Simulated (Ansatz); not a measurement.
## PdAu₃, space group Pm-3m: a convergence test of the plane-wave cutoff, step by step

With Ansatz's Python interface.

Run as a notebook:

```python
import warnings

import ansatz
import matplotlib.pyplot as plt
from pymatgen.core import Lattice, Structure
from pymatgen.io.ase import AseAtomsAdaptor
```

```python
XC = "lda"
```

```python
warnings.simplefilter("ignore", ansatz.DeckWarning)
```

```python
pmg_structure = Structure(
    Lattice([[4.07108259, 0.0, 0.0], [0.0, 4.07108259, 0.0], [0.0, 0.0, 4.07108259]]),
    ["Pd", "Au", "Au", "Au"],
    [
        [0.0, 0.0, 0.0],
        [0.0, 0.5, 0.5],
        [0.5, 0.0, 0.5],
        [0.5, 0.5, 0.0],
    ],
)
cell = ansatz.Crystal.from_ase(AseAtomsAdaptor.get_atoms(pmg_structure))
```

```python
len(cell.resolved().sites)
```

    4

```python
setup = (
    cell.calculation()
    .pseudopotentials("paw", azcp={"folder": "soft_1"})
    .occupations(ansatz.OccupationsMethod.FERMI_DIRAC)
    .functional(XC)
    .kpoints(5)
    .forces()
    .stress()
)
```

```python
rows = []
for value in [250, 325, 400, 475]:
    report = setup.basis(value).run().report
    rows.append((value, report["free_energy_ev"] / len(report["lattice"]["sites"]), report["n_iterations"], sum(report["stress_gpa"][i][i] for i in range(3)) / 3, max(abs(f) for row in report["forces_ev_ang"] for f in row), report["n_pw"]))
```

```python
print(" cutoff (eV)   F/atom (eV)    iterations       P (GPa)  max component (eV/A)   plane waves")
for row in rows:
    print(f"{str(row[0]):>12s}  {row[1]:12.5f}  {row[2]:12d}  {row[3]:12.3f}  {row[4]:20.4f}  {row[5]:12d}")
```

     cutoff (eV)   F/atom (eV)    iterations       P (GPa)  max component (eV/A)   plane waves
             250  -11359.83088             8        -9.715                0.0000           619
             325  -11360.98819             8       -10.632                0.0000           895
             400  -11361.01145             8       -10.423                0.0000          1237
             475  -11361.01237             8       -10.433                0.0000          1575

```python
# the last row is the reference
for row in rows[:-1]:
    shift = 1000 * (row[1] - rows[-1][1])
    print(f"{row[0]}: {shift:+.2f} meV/atom" + ("  (within 1 meV)" if abs(shift) < 1 else ""))
plt.figure(figsize=(4.5, 3))
plt.plot([str(row[0]) for row in rows], [1000 * (row[1] - rows[-1][1]) for row in rows], "o-")
plt.xlabel("cutoff (eV)")
plt.ylabel("F - F(last) (meV/atom)")
plt.tight_layout()
plt.savefig("ecut.png", dpi=100)
```

    250: +1181.49 meV/atom
    325: +24.18 meV/atom
    400: +0.92 meV/atom  (within 1 meV)

From 400 eV on it stays within 1 meV an atom of the value at 475 eV; the first row (250 eV) is off by 1181.5 meV and the last but one by 0.92 meV. The energy falls steadily, as expected when plane waves are added. The pressure moves from -9.72 to -10.43 GPa (the program's stress holds a Pulay correction, so it settles early).

What to keep in mind:
- The run is spin-unpolarised.
- For a metal this k-point mesh is coarse: on a finer one energies can move by several to tens of meV an atom and pressures by half a GPa or more, differences at one mesh by less.
- Forces vanish by symmetry here and test nothing.
- The PAW files read here were made with PBE, not with each functional that runs on them.
- Pressure is positive in compression.
- Spin-orbit coupling, which matters for elements this heavy, is left out.
- The structure comes from a database of computed cells and needn't be a stable or known phase.
- Shifts are counted from the last row, which is itself no proven limit.
- The script silences the warnings on its input, which a real study should read.
- By the engine's processor time: 3.7 s on 1 thread of Intel(R) Xeon(R) Processor @ 2.30GHz, with other jobs on the host, peak memory 0.61 GiB.
